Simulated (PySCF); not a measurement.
**HfOOH: doublet, from a bent start**

Aim: relax HfOOH as a doublet from a bent start, check by its vibrations whether the end is a minimum, and collect its spectrum and constants.

The runs use PySCF 2.14.0; PBE0, basis Hf def2-TZVP with ECP60, O def2-TZVP, H def2-TZVP, scalar-relativistic core potentials, no spin–orbit coupling, density fitting.

### Step 1. Where the work starts

4 atoms, charge 0, spin multiplicity 2.

Bond lengths: Hf1–O2 1.850 Å, Hf1–O3 2.150 Å, O3–H4 0.960 Å. Angles: O2–Hf1–O3 110.0°, Hf1–O3–H4 130.0°.

```xyz
4
charge 0 multiplicity 2
Hf    0.0000    0.0000    0.0000
O     1.5154    0.0000    1.0611
O    -1.7612    0.0000    1.2332
H    -2.2667    0.7354    1.5871
```

### Step 2. Finding the electronic state

One driver script runs all steps and calls PySCF; scf.py shows how it sets up the SCF of each step. The optimiser is the driver's own. After this first run the driver tries any further starts and a stability analysis.

Input file scf.py:

```python
from pyscf import gto, scf, dft
mol = gto.M(atom='''
Hf     0.000000     0.000000     0.000000
O      1.515400     0.000000     1.061100
O     -1.761200     0.000000     1.233200
H     -2.266700     0.735400     1.587100''',
    basis={'Hf': 'def2-TZVP', 'O': 'def2-TZVP', 'H': 'def2-TZVP'},
    ecp={'Hf': 'def2-TZVP'},
    charge=0, spin=1)
mf = dft.UKS(mol, xc='PBE0')
mf.grids.atom_grid = (50, 194)
aux = {'Hf': 'def2-universal-JKFIT', 'O': 'def2-universal-JKFIT', 'H': 'def2-universal-JKFIT'}
mf = mf.density_fit(auxbasis=aux)
mf.conv_tol = 1e-08
mf.diis_space = 10
mf.max_cycle = 60
mf.init_guess = 'minao'
mf.verbose = 4
mf.kernel()
```

On the command line:

```sh
OMP_NUM_THREADS=4 python axn.py task.json out
```

The program printed:

```text
init E= -180.396381926657
[... the frontier-level lines of each cycle are left out ...]
cycle= 1 E= -198.602934766587  delta_E= -18.2  |g|= 0.969  |ddm|= 4.33
cycle= 2 E= -190.562017728517  delta_E= 8.04  |g|= 3.46  |ddm|= 2.37
cycle= 3 E= -198.897500643411  delta_E= -8.34  |g|= 0.404  |ddm|= 2.27
cycle= 4 E= -198.874327852257  delta_E= 0.0232  |g|= 0.542  |ddm|= 0.67
cycle= 5 E= -198.984550006704  delta_E= -0.11  |g|= 0.107  |ddm|= 0.267
cycle= 6 E= -198.987822433097  delta_E= -0.00327  |g|= 0.0714  |ddm|= 0.0944
cycle= 7 E= -198.989890935663  delta_E= -0.00207  |g|= 0.0181  |ddm|= 0.0315
cycle= 8 E= -198.990044511803  delta_E= -0.000154  |g|= 0.00222  |ddm|= 0.0159
cycle= 9 E= -198.990052695868  delta_E= -8.18e-06  |g|= 0.000918  |ddm|= 0.00628
cycle= 10 E= -198.990055951177  delta_E= -3.26e-06  |g|= 0.000349  |ddm|= 0.0055
cycle= 11 E= -198.990056454731  delta_E= -5.04e-07  |g|= 0.000136  |ddm|= 0.00242
cycle= 12 E= -198.990056505412  delta_E= -5.07e-08  |g|= 7.71e-05  |ddm|= 0.000654
cycle= 13 E= -198.990056518546  delta_E= -1.31e-08  |g|= 2.3e-05  |ddm|= 0.000342
cycle= 14 E= -198.990056520035  delta_E= -1.49e-09  |g|= 1.07e-05  |ddm|= 0.000102
Extra cycle  E= -198.990056520197  delta_E= -1.61e-10  |g|= 1.48e-05  |ddm|= 3.42e-05
converged SCF energy = -198.990056520197  <S^2> = 0.75467165  2S+1 = 2.0046662
```

This step, with its further starts and checks, took 11 s on 4 threads of Arm Neoverse V1, shared host.

Energies from each starting density:

| start | energy (Eh) |
| --- | --- |
| the minimal-basis guess | -198.990057 |
| a thermally smeared density | -198.990057 |
| a smeared PBE density | -198.990057 |

No lower solution of this spin turned up from the other starts or in the test of internal stability.

### Step 3. Relaxing the doublet from the bent start

The program finds C1 symmetry in the start. The walk stops when the largest gradient is under 0.0003 Eh/bohr and the energy has settled too.

scf.py, as its differences from that of step 2:

```diff
@@ -3,4 +3,4 @@
-Hf     0.000000     0.000000     0.000000
-O      1.515400     0.000000     1.061100
-O     -1.761200     0.000000     1.233200
-H     -2.266700     0.735400     1.587100''',
+Hf     0.029191    -0.003481    -0.179844
+O      1.544591    -0.003481     0.881256
+O     -1.732009    -0.003481     1.053356
+H     -2.237509     0.731919     1.407256''',
@@ -17 +16,0 @@
-mf.init_guess = 'minao'
```

The optimiser's trace:

| step | energy (Eh) | change (kJ/mol) | largest gradient (Eh/bohr) |
| --- | --- | --- | --- |
| 0 | -198.990057 | 0.00 | 0.08978 |
| 1 | -199.010719 | -54.25 | 0.03402 |
| 2 | -199.015510 | -66.83 | 0.02738 |
| 3 | -199.017315 | -71.57 | 0.01658 |
| 4 | -199.019075 | -76.19 | 0.02397 |
| 5 | -199.020616 | -80.23 | 0.01634 |
| 6 | -199.021512 | -82.59 | 0.01095 |
| 7 | -199.022078 | -84.07 | 0.01401 |
| 8 | -199.022412 | -84.95 | 0.00360 |
| 9 | -199.022536 | -85.27 | 0.00251 |
| 10 | -199.022586 | -85.41 | 0.00110 |
| 11 | -199.022608 | -85.46 | 0.00099 |
| 12 | -199.022637 | -85.54 | 0.00086 |
| 13 | -199.022647 | -85.57 | 0.00046 |
| 14 | -199.022648 | -85.57 | 0.00016 |

The walk took 36 s.

Geometry (Å) and forces (eV/Å) at some steps:

```
step 0
Hf   0.029  -0.003  -0.180   0.833  -0.071   4.617
O    1.545  -0.003   0.881  -3.390   0.058  -2.591
O   -1.732  -0.003   1.053   2.396   0.117  -2.080
H   -2.238   0.732   1.407   0.161  -0.104   0.054
step 1
Hf   0.019  -0.018  -0.101  -1.750  -0.209   0.527
O    1.470   0.014   0.854   0.341   0.114   0.339
O   -1.699   0.004   0.987   1.047   0.708  -0.794
H   -2.186   0.721   1.422   0.362  -0.613  -0.073
step 7
Hf  -0.019  -0.208  -0.129  -0.394   0.007   0.078
O    1.313   0.141   0.941   0.178   0.060   0.104
O   -1.698   0.192   0.757  -0.146   0.340   0.533
H   -1.991   0.597   1.593   0.361  -0.407  -0.715
step 14
Hf  -0.039  -0.221  -0.124   0.000   0.000   0.000
O    1.277   0.159   0.963  -0.003   0.004  -0.006
O   -1.719   0.209   0.730   0.005  -0.006  -0.004
H   -1.914   0.575   1.593  -0.002   0.002   0.011
```

End point (Cs, 14 steps, 85.6 kJ/mol gained): Hf–O 1.748 Å, Hf–O 1.933 Å, O–H 0.957 Å; H–O–Hf 131.4°, O–Hf–O 109.3°.

### Step 4. Is it a minimum? Harmonic modes

On the finer grid the gradient is checked again; gradients at displacements of ±0.02 bohr then give force constants and infrared intensities.

scf.py, as its differences from that of step 3:

```diff
@@ -3,4 +3,4 @@
-Hf     0.029191    -0.003481    -0.179844
-O      1.544591    -0.003481     0.881256
-O     -1.732009    -0.003481     1.053356
-H     -2.237509     0.731919     1.407256''',
+Hf     0.036266    -0.064822    -0.153817
+O      1.352039     0.315978     0.932567
+O     -1.643527     0.367289     0.699618
+H     -1.839128     0.730957     1.563511''',
@@ -11 +11 @@
-mf.grids.atom_grid = (50, 194)
+mf.grids.atom_grid = (75, 302)
@@ -14 +14 @@
-mf.conv_tol = 1e-08
+mf.conv_tol = 1e-10
```

This SCF starts from the last density.

Log of the central SCF (cycles and frontier levels):

```text
init E= -199.022722288565
[... the frontier-level lines of each cycle are left out ...]
cycle= 1 E= -199.022722288565  delta_E= 8.53e-13  |g|= 2.29e-06  |ddm|= 3.97e-06
Extra cycle  E= -199.022722288552  delta_E= 1.21e-11  |g|= 5.95e-06  |ddm|= 5.65e-06
converged SCF energy = -199.022722288552  <S^2> = 0.75318944  2S+1 = 2.0031869
```

The whole step took 62 s.

Geometry: Cs; Hf–O 1.748 Å, Hf–O 1.933 Å, O–H 0.958 Å; H–O–Hf 131.4°, O–Hf–O 109.3°.

Harmonic modes (main isotopes):

| symmetry | ω (cm⁻¹) | IR (km/mol) | μ (u) |
| --- | --- | --- | --- |
| a' | 198 | 30.7 | 5.29 |
| a'' | 480 | 112 | 1.15 |
| a' | 528 | 155 | 1.35 |
| a' | 672 | 67.7 | 5.99 |
| a' | 947 | 148 | 17.02 |
| a' | 3936 | 159 | 1.07 |

Every mode is real; the point is a minimum.

Properties at this point:

* Dipole moment: 3.32 D
* Highest occupied level: -5.45 eV
* Lowest empty level: -2.67 eV
* Rotational constants: 0.5103, 0.2202, 0.1538 cm⁻¹
* Zero-point energy: 40.4 kJ/mol
* Principal polarisabilities: 59.0, 76.9, 90.1 bohr³
* Atomisation energy without zero-point energy: 1685 kJ/mol
* Principal traceless quadrupole moments about the centre of mass: -12.53, 2.53, 9.99 D Å
* Entropy at 298.15 K and 1 bar (electronic part: spin only): 298.4 J/(mol K)
* Heat capacity Cp at 298.15 K: 56.9 J/(mol K)
* Enthalpy at 298.15 K above 0 K: 13.00 kJ/mol
* Rotational symmetry number: 1
* Spin squared ⟨S²⟩: 0.753

Populations by atom (charges in e):

```json
{"atom": "Hf1", "Mulliken": "0.90", "Löwdin": "0.49", "polar tensor": "1.38", "spin (Mulliken)": "1.08", "Mayer order to Hf1": "–"}
{"atom": "O2", "Mulliken": "-0.57", "Löwdin": "-0.35", "polar tensor": "-0.87", "spin (Mulliken)": "-0.06", "Mayer order to Hf1": "2.19"}
{"atom": "O3", "Mulliken": "-0.67", "Löwdin": "-0.31", "polar tensor": "-0.83", "spin (Mulliken)": "-0.02", "Mayer order to Hf1": "1.10"}
{"atom": "H4", "Mulliken": "0.34", "Löwdin": "0.16", "polar tensor": "0.32", "spin (Mulliken)": "0.00", "Mayer order to Hf1": "0.03"}
```

Outer orbital energies (eV). α occupied: -23.24, -13.86, -9.94, -9.67, -8.52, -8.50, -8.32, -5.45; empty: -1.96, -1.85, -0.07, -0.07. β occupied: -27.01, -23.31, -13.84, -9.93, -9.69, -8.54, -8.53, -8.34; empty: -2.67, -0.95, -0.94, 0.41.

Mulliken populations on Hf1 (outside its core potential): s 2.81, p 6.27, d 1.91, f 0.11.

### Step 5. Results

```
                                          quantity                                                                  value
                                           minimum                                                            doublet, Cs
                                          geometry  Hf–O 1.748 Å, Hf–O 1.933 Å, O–H 0.958 Å; H–O–Hf 131.4°, O–Hf–O 109.3°
                                wavenumbers (cm⁻¹)           198 (a'), 480 (a''), 528 (a'), 672 (a'), 947 (a'), 3936 (a')
                                     dipole moment                                                                 3.32 D
highest occupied, lowest empty level (either spin)                                                        -5.45, -2.67 eV
                        polar-tensor charge of Hf1                                                                +1.38 e
                                 zero-point energy                                                            40.4 kJ/mol
                               entropy at 298.15 K                                                        298.4 J/(mol K)
         atomisation energy (no zero-point energy)                                                            1685 kJ/mol
                                              ⟨S²⟩                                                                  0.753
```

What this shows: From C1 at the start the molecule goes to a Cs minimum. The strongest infrared band lies at 3936 cm⁻¹ (a'). Most of the spin sits on Hf1 (Mulliken spin 1.08, against 1 for the whole molecule). Other starts or spin states, not run here, may lie lower. Open d and f shells are described by one determinant, and the ground state may have another occupation or spin. Spin–orbit coupling, left out here, can matter for elements this heavy.

The search up to here took 1.8 min.
